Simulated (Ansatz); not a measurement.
# Si5PdW: the cost of one run

Program: Ansatz 0.2.0. Level of theory: DFT PBE, scalar-relativistic, plane waves, PAW, unless a step names another level. These are calculated values, not measurements.

10 further runs of the same task are left out: 1 that didn't finish, 9 set aside as unsound or not needed.

## (1) Plan

Pauling electronegativities: Si 1.90, Pd 2.20, W 2.36 (spread 0.46). No set of common oxidation states balances it. Tabulated atomic sizes suggest about 15 Å³/atom. 25 candidates were drawn, by swapping species into database cells of other compounds, at random by space group and Wyckoff sites, or by hand, as the table says:

```csv
name,made from,space group no.,Wyckoff sites,atoms (primitive cell),V (Å³/atom)
c01,random,216,"Si 4b, 16e; Pd 4a; W 4c",7,15.0
c02,database cell of BaYF5,123,"Si 4i, 1b; Pd 1a; W 1d",7,13.4
c03,random,183,"Si 2b, 3c; Pd 1a; W 1a",7,16.2
c04,random,164,"Si 2d, 3f; Pd 1b; W 1a",7,17.8
c05,random,191,"Si 3g, 2e; Pd 1a; W 1b",7,17.6
c06,"built by hand: HoCoGa5, metals exchanged",123,"Si 4i, 1c; Pd 1a; W 1b",7,14.7
c07,random,123,"Si 1c, 4n; Pd 1a; W 1d",7,17.1
c08,random,187,"Si 1a, 2g, 2h; Pd 1b; W 1f",7,16.5
c09,database cell of YbIn5Ir,123,"Si 1c, 4i; Pd 1a; W 1b",7,14.8
c10,database cell of AgPPd5,123,"Si 1a, 4i; Pd 1b; W 1c",7,14.9
c11,built by hand: HoCoGa5 (115),123,"Si 4i, 1c; Pd 1b; W 1a",7,14.7
c12,random,123,"Si 4n, 1a; Pd 1c; W 1b",7,16.1
c13,random,65,"Si 2c, 4e, 4k; Pd 2b; W 2a",7,17.1
c14,random,191,"Si 3f, 2c; Pd 1a; W 1b",7,18.8
c15,random,99,"Si 2c, 2c, 1b; Pd 1b; W 1b",7,18.9
c16,database cell of TlAsPd5,123,"Si 1a, 4i; Pd 1c; W 1b",7,13.7
c17,random,99,"Si 1a, 4f; Pd 1a; W 1b",7,15.7
c18,random,191,"Si 3g, 2c; Pd 1b; W 1a",7,15.7
c19,random,191,"Si 3f, 2e; Pd 1b; W 1a",7,18.5
c20,database cell of CaNi5H,65,"Si 4i, 2c, 4f; Pd 2b; W 2a",7,16.0
c21,built by hand: Ordered Mn2Hg5,65,"Si 2b, 8p, 2a, 8p; Pd 4j; W 4h",14,14.7
c22,database cell of YbGa5Co,123,"Si 1c, 4i; Pd 1b; W 1a",7,14.7
c23,random,99,"Si 2c, 1b, 2c; Pd 1a; W 1a",7,16.1
c24,random,191,"Si 3g, 2e; Pd 1b; W 1a",7,18.2
c25,random,216,"Si 16e, 4c; Pd 4d; W 4b",7,19.1
```

## (2) Screening run of c02

File input.yaml:

```yaml
crystal:
  lattice:
    - [3.78738947, 0.0, 0.0]
    - [0.0, 3.78738947, 0.0]
    - [0.0, 0.0, 6.5573415]
  atoms:
    - { symbol: Si, position: [0.5, 0.0, 0.81447899] }
    - { symbol: Si, position: [0.5, 0.0, 0.18552101] }
    - { symbol: Si, position: [0.0, 0.5, 0.81447899] }
    - { symbol: Si, position: [0.0, 0.5, 0.18552101] }
    - { symbol: Si, position: [0.0, 0.0, 0.5] }
    - { symbol: Pd, position: [0.0, 0.0, 0.0] }
    - { symbol: W, position: [0.5, 0.5, 0.5] }
basis:
  ecutwfc: 420
kpoints:
  mp_grid: { grid: [4, 4, 3] }
hamiltonian:
  xc: pbe
scf:
  occupations: { method: gaussian, width: 0.2 }
  lower_state_search: "off"
output:
  forces: true
  stress: true
  eigenvalues: true
relax:
  adjacent_minimum: "off"
  f_tol: 0.08
  max_steps: 16
  cell: { stress_tol: 0.8 }
```

Started as:

```bash
$ ansatz run input.yaml --threads 1 --pin off --max-ram 2560MiB --backend cpu --events-out ev --progress --plain --runs-dir out
```

Q: Estimate wall time and peak memory on 1 thread of Intel Xeon at 2.70GHz, shared host.

About 32 s, with a peak of 0.41 GiB.
